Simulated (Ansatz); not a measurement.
TlIn, space group R-3m: a scan of the energy under strain, run with Ansatz 0.2.0 through its Python package.

The script, `strain_tlin.py`:
```python
'''A tetragonal strain scan of TlIn.'''

import warnings

import ansatz as az
import numpy as np
from tabulate import tabulate

vectors0 = np.array([
    [1.706395, 0.985188, 5.575426],
    [-1.706395, 0.985188, 5.575426],
    [0.0, -1.970376, 5.575426],
])
sites = [
    ('Tl', (0.5, 0.5, 0.5)),
    ('In', (0.0, 0.0, 0.0)),
]


def on_lattice(cell):
    crystal = az.Crystal(lattice=az.Lattice.of(cell))
    for symbol, position in sites:
        crystal = crystal.atom(symbol, position)
    return crystal


def main() -> None:
    warnings.simplefilter('ignore', az.DeckWarning)

    # clamped ions: the fractional positions stay as typed
    values = np.linspace(-0.01, 0.01, 5)
    energies = []
    for d in values:
        strain = np.diag([d, d, (1 + d) ** -2 - 1])
        cell = vectors0 @ (np.eye(3) + strain)
        calc = (
            on_lattice(cell).calculation()
            .functional('pbesol')
            .occupations('fermi_dirac', width=0.1)
            .basis(520)
            .kpoints(12, 12, 12)
        )
        summary = calc.run().report
        energies.append(summary['free_energy_ev'] / len(sites))
        print(f'd = {d:+.4f}  F = {energies[-1]:.5f} eV/atom')
    energies = np.array(energies)

    print(tabulate(zip(values, 1000 * (energies - energies.min())), headers=['strain', 'dE (meV/atom)'], floatfmt='.3f'))
    curvature = 2 * np.polyfit(values, energies, 3)[1]
    volume = abs(np.linalg.det(vectors0)) / len(sites)
    print(f'd2E/dd2 over the volume: {curvature / volume * 160.21766:.1f} GPa')


if __name__ == '__main__':
    main()
```

How much energy does this tetragonal strain cost, and what curvature follows?

Against the unstrained cell the energy per atom changes by +1.30 meV at one end of the scan and +0.50 meV at the other, and its second derivative over the volume is 101.7 GPa.

The run itself:

```console
$ python strain_tlin.py
d = -0.0100  F = -8410.52676 eV/atom
d = -0.0050  F = -8410.52768 eV/atom
d = +0.0000  F = -8410.52807 eV/atom
d = +0.0050  F = -8410.52797 eV/atom
d = +0.0100  F = -8410.52757 eV/atom
  strain    dE (meV/atom)
--------  ---------------
  -0.010            1.302
  -0.005            0.386
   0.000            0.000
   0.005            0.093
   0.010            0.500
d2E/dd2 over the volume: 101.7 GPa
```

Reading the output:
- Total energies depend on the potentials; only differences at equal settings carry meaning.
- The curvature belongs to this strain pattern and to the cell's stress; it equals a single elastic constant only for simple patterns.
- In a metal a curvature from energy changes of a few meV or less hangs on mesh and smearing, in size and even in sign.
- Spin-orbit coupling, which matters for elements this heavy, is left out.
- The structure comes from a database of computed cells and needn't be a stable or known phase.
- The ions keep their fractional positions (clamped ions).
- The whole script took 99 s on 1 thread of Arm Neoverse N1, on a shared host, peak memory 0.54 GiB.
